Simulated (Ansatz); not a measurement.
# AlB2H5OSi: how energies converge with the basis set

An exercise on one series of results from a longer session: the logs are not shown, and one member is left open.

Computed with Ansatz 0.2.0, Gaussian basis. Level: one geometry, several basis sets.

Plan: PBE0-D4/def2-SVP; ωB97M-V/def2-SVP; PBE0-D4/def2-QZVPP; ωB97M-V/def2-QZVPP; the functionals' def2-TZVPP values are taken from earlier runs.

### The geometry

All runs share one geometry, relaxed beforehand with PBE0-D4 in a triple-zeta def2 set.

10 atoms, charge 0, spin multiplicity 1.

Atoms are counted from 1 here; the program's logs count them from 0.

Bond lengths: B1–O2 1.343 Å, B1–H6 1.201 Å, B1–H7 1.205 Å, O2–Al3 1.686 Å, Al3–B4 1.991 Å, Al3–Si5 2.450 Å, B4–Si5 1.856 Å, B4–H8 1.184 Å, Si5–H9 1.489 Å, Si5–H10 1.553 Å. Angles: O2–B1–H6 118.8°, O2–B1–H7 119.9°, H6–B1–H7 121.2°, B1–O2–Al3 152.2°, O2–Al3–B4 170.8°, O2–Al3–Si5 141.1°, B4–Al3–Si5 48.0°, Al3–B4–Si5 79.0°, Al3–B4–H8 142.6°, Si5–B4–H8 138.4°, Al3–Si5–B4 52.9°, Al3–Si5–H9 157.8°, Al3–Si5–H10 52.4°, B4–Si5–H9 149.3°, B4–Si5–H10 105.4°, H9–Si5–H10 105.4°.

The first run:

in.yaml

```yaml
crystal:
  periodic: [false, false, false]
  atoms:
    - {symbol: B, position_ang: [-1.240710, 1.788766, 1.598739]}
    - {symbol: O, position_ang: [-1.277433, 0.902836, 0.590076]}
    - {symbol: Al, position_ang: [-0.549449, -0.220335, -0.435878]}
    - {symbol: B, position_ang: [0.022025, -1.573618, -1.780455]}
    - {symbol: Si, position_ang: [1.616076, -1.276660, -0.877926]}
    - {symbol: H, position_ang: [-2.252275, 2.359626, 1.905505]}
    - {symbol: H, position_ang: [-0.205028, 1.997944, 2.177409]}
    - {symbol: H, position_ang: [-0.378037, -2.235955, -2.676795]}
    - {symbol: H, position_ang: [3.065297, -1.574854, -0.707204]}
    - {symbol: H, position_ang: [1.282535, -0.219048, 0.209529]}
basis:
  gaussian: {orbitals: def2-SVP}
hamiltonian: {xc: pbe0, dispersion: d4}
output: {orbitals: {seedname: orbitals}}
```

Command:

```sh
$ ansatz run in.yaml --threads 2 --pin off --events-out ev --progress --plain --max-ram 4352MiB
```

Among the steps run: PBE0-D4 in def2-SVP; ωB97M-V in def2-SVP; PBE0-D4 in def2-QZVPP; ωB97M-V in def2-QZVPP.

One of the session's tables, all rows but one given; the rest of the session is left out.

It belongs to the step «Functionals by basis». 

| functional | basis | HOMO (eV) |
| --- | --- | --- |
| PBE0-D4 | def2-SVP | -6.44 |
| PBE0-D4 | def2-TZVPP | -6.42 |
| PBE0-D4 | def2-QZVPP | -6.42 |
| ωB97M-V | def2-SVP | ? |
| ωB97M-V | def2-TZVPP | -8.29 |
| ωB97M-V | def2-QZVPP | -8.29 |

Q: Estimate the row for ωB97M-V, def2-SVP from the others.

**Answer.** HOMO (eV): -8.28. In the column «HOMO (eV)» it lies between ωB97M-V, def2-QZVPP (-8.29) and PBE0-D4, def2-SVP (-6.44).
